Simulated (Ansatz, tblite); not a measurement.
**B7N7 zinc blende off sphere (B7N7H20): one state, many levels**

How do method and basis change the picture of B7N7 zinc blende off sphere (B7N7H20) (singlet)?

Method: as each input shows; program: Ansatz 0.2.0, Gaussian basis.

Levels to be run: GFN1-xTB, GFN2-xTB, PBE-D4/def2-TZVP, r2SCAN-D4/def2-TZVP, PBE-D4/def2-SVP, PBE0-D4/def2-SVP.

1 further run of the same task is left out (set aside as unsound or not needed).

**1. The geometry**

The geometry is that of the singlet, from an earlier relaxation (PBE-D4/def2-SVP).

34 atoms, charge 0, spin multiplicity 1.

Bond lengths: B1–N9 1.639 Å, B1–N10 1.572 Å, B1–H15 1.233 Å, B1–H16 1.233 Å, B2–N8 1.568 Å, B2–N11 1.568 Å, B2–N12 1.568 Å, B2–H17 1.231 Å, B3–N9 1.553 Å, B3–N11 1.650 Å, B3–N13 1.553 Å, B3–H18 1.225 Å, B4–N8 1.650 Å, B4–N9 1.553 Å, B4–N14 1.553 Å, B4–H19 1.225 Å, B5–N10 1.572 Å, B5–N14 1.639 Å and more. Angles: N9–B1–N10 104.6°, N9–B1–H15 107.3°, N9–B1–H16 107.3°, N10–B1–H15 112.1°, N10–B1–H16 112.1°, H15–B1–H16 112.8°, N8–B2–N11 106.1°, N8–B2–N12 106.1°, N8–B2–H17 112.7°, N11–B2–N12 106.1°, N11–B2–H17 112.7°, N12–B2–H17 112.7°, N9–B3–N11 107.5°, N9–B3–N13 107.2°, N9–B3–H18 114.3°, N11–B3–N13 107.5°, N11–B3–H18 105.7°, N13–B3–H18 114.3° and more.

PBE0-D4/def2-TZVP was run before; its log isn't repeated, and its numbers join the tables.

**2. GFN1-xTB**

Tight binding, by tblite at 300 K electronic temperature and without a spin-polarisation term:

```python
tblite.interface.Calculator('GFN1-xTB', numbers, positions, charge=0, uhf=0).singlepoint()
```

Energy -1179.3468 eV, HOMO -9.69 eV, LUMO -4.26 eV; 0.035 s.

**3. GFN2-xTB**

Tight binding, by tblite at 300 K electronic temperature and without a spin-polarisation term:

```python
tblite.interface.Calculator('GFN2-xTB', numbers, positions, charge=0, uhf=0).singlepoint()
```

Energy -1080.0050 eV, HOMO -8.76 eV, LUMO -1.42 eV; 0.024 s.

**4. PBE-D4/def2-TZVP**

start.molden holds the orbitals of an earlier run on this state, given as this run's starting guess.

Contents of in.yaml:

```yaml
crystal:
  periodic: [false, false, false]
  atoms:
    - {symbol: B, position_ang: [0.478604, -2.325875, 0.478735]}
    - {symbol: B, position_ang: [-1.434862, 1.438153, -1.432950]}
    - {symbol: B, position_ang: [0.476625, -0.478103, -1.360721]}
    - {symbol: B, position_ang: [-1.360171, -0.477316, 0.479460]}
    - {symbol: B, position_ang: [0.482480, -0.483336, 2.324130]}
    - {symbol: B, position_ang: [0.480521, 1.358977, 0.479150]}
    - {symbol: B, position_ang: [2.324604, -0.483966, 0.478352]}
    - {symbol: N, position_ang: [-2.267550, 0.498613, -0.493014]}
    - {symbol: N, position_ang: [-0.441495, -1.327337, -0.439925]}
    - {symbol: N, position_ang: [1.356738, -1.359806, 1.354871]}
    - {symbol: N, position_ang: [-0.496921, 0.497710, -2.266914]}
    - {symbol: N, position_ang: [-0.493148, 2.268718, -0.493263]}
    - {symbol: N, position_ang: [1.328097, 0.438177, -0.440321]}
    - {symbol: N, position_ang: [-0.437746, 0.438825, 1.328924]}
    - {symbol: H, position_ang: [1.162508, -3.005088, -0.289545]}
    - {symbol: H, position_ang: [-0.288482, -3.005016, 1.164045]}
    - {symbol: H, position_ang: [-2.145458, 2.150310, -2.142546]}
    - {symbol: H, position_ang: [1.129627, -1.132627, -2.163840]}
    - {symbol: H, position_ang: [-2.162366, -1.131297, 1.134168]}
    - {symbol: H, position_ang: [-0.284684, -1.168097, 3.003736]}
    - {symbol: H, position_ang: [1.169413, 0.282386, 3.003175]}
    - {symbol: H, position_ang: [1.136597, 2.159696, 1.133540]}
    - {symbol: H, position_ang: [3.002422, -1.169582, -0.289677]}
    - {symbol: H, position_ang: [3.005419, 0.281656, 1.163693]}
    - {symbol: H, position_ang: [-2.908651, -0.095406, -1.039877]}
    - {symbol: H, position_ang: [-2.906009, 1.046036, 0.103328]}
    - {symbol: H, position_ang: [-0.991178, -2.000709, -0.988443]}
    - {symbol: H, position_ang: [1.950179, -1.954456, 1.947360]}
    - {symbol: H, position_ang: [-1.045260, -0.096360, -2.906707]}
    - {symbol: H, position_ang: [0.098547, 1.044481, -2.906740]}
    - {symbol: H, position_ang: [0.102602, 2.908006, -1.040351]}
    - {symbol: H, position_ang: [-1.038818, 2.908873, 0.102875]}
    - {symbol: H, position_ang: [2.002617, 0.986282, -0.989019]}
    - {symbol: H, position_ang: [-0.984829, 0.987467, 2.004311]}
basis:
  gaussian: {orbitals: def2-TZVP, fitting: {mean_field: def2-universal-jkfit}, initial_orbitals: start.molden}
hamiltonian: {xc: pbe, dispersion: d4}
scf: {omitted_lower_state_checks: [starts]}
output: {forces: true, orbitals: {seedname: orbitals}}
```

Started as:

```console
> ansatz run in.yaml --threads 2 --pin off --events-out ev --progress --plain --max-ram 32768MiB --backend cuda --devices 0, --max-vram 18GiB
```

Further steps of the session: r2SCAN-D4/def2-TZVP; PBE-D4/def2-SVP; PBE0-D4/def2-SVP.

Q: Predict the results of all the runs planned. Wanted: gap in def2-TZVP, named functionals, smallest and largest; binding an atom, functionals in def2-TZVP; PBE0 total energy, smallest basis above largest.

**Answer**, as computed:

| quantity | value |
| --- | --- |
| gap in def2-TZVP, named functionals, smallest and largest | 3.38 eV (PBE-D4), 5.49 eV (PBE0-D4) |
| binding an atom, functionals in def2-TZVP | 4.06 (r2SCAN-D4) to 4.15 eV (PBE-D4) |
| PBE0 total energy, smallest basis above largest | 16.16 eV (def2-SVP, def2-TZVP) |

In words: Over the named functionals in def2-TZVP the gap runs from 3.38 eV (PBE-D4) to 5.49 eV (PBE0-D4); exact exchange widens it.
